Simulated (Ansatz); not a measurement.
Here is an Ansatz 0.2.0 calculation.

input.yaml

```yaml
crystal:
  lattice:
    - [3.0322239879, 0.0, 0.0]
    - [-1.516111994, 2.6259830035, 0.0]
    - [0.0, 0.0, 7.524137]
  atoms:
    - { symbol: Ta, position: [0.6666666667, 0.3333333333, 0.82607] }
    - { symbol: Ta, position: [0.3333333333, 0.6666666667, 0.17393] }
    - { symbol: Ta, position: [0.0, 0.0, 0.5] }
    - { symbol: "N", position: [0.0, 0.0, 0.0] }
hamiltonian:
  xc: { exchange: pbe, correlation: pbe, exx: { coeff: 0.5 } }
  pseudopotentials: { kind: paw }
kpoints:
  mp_grid: { grid: [6, 6, 2] }
scf:
  occupations: { method: fermi_dirac, width: 0.05 }
output:
  forces: true
  stress: true
  eigenvalues: true
```

Potentials or basis: Ansatz PAW.

Command:

```sh
$ ansatz run input.yaml --threads 2 --pin off --max-ram 5632MiB --backend cpu --events-out ev --progress --plain --runs-dir out
```

Question: Estimate the band gap on the k mesh.

Answer: None (metal or under the smearing width).

Question: What does it give for the largest force?

Answer: 0.811 eV/Å.

Stress tensor (GPa, compression positive):
```
-10.67   0.00   0.00
  0.00 -10.67   0.00
  0.00   0.00  -5.60
```

Caveat: the k mesh is coarse (spacing up to 0.42 Å⁻¹), so the values aren't converged, least of all with exact exchange; the PAW data sets come from PBE, with cores solved anew for the run's functional, which leaves a small shift of forces and pressure; the thresholds are loose for stress. The run has no spin-orbit coupling, so splittings on Ta are missing.
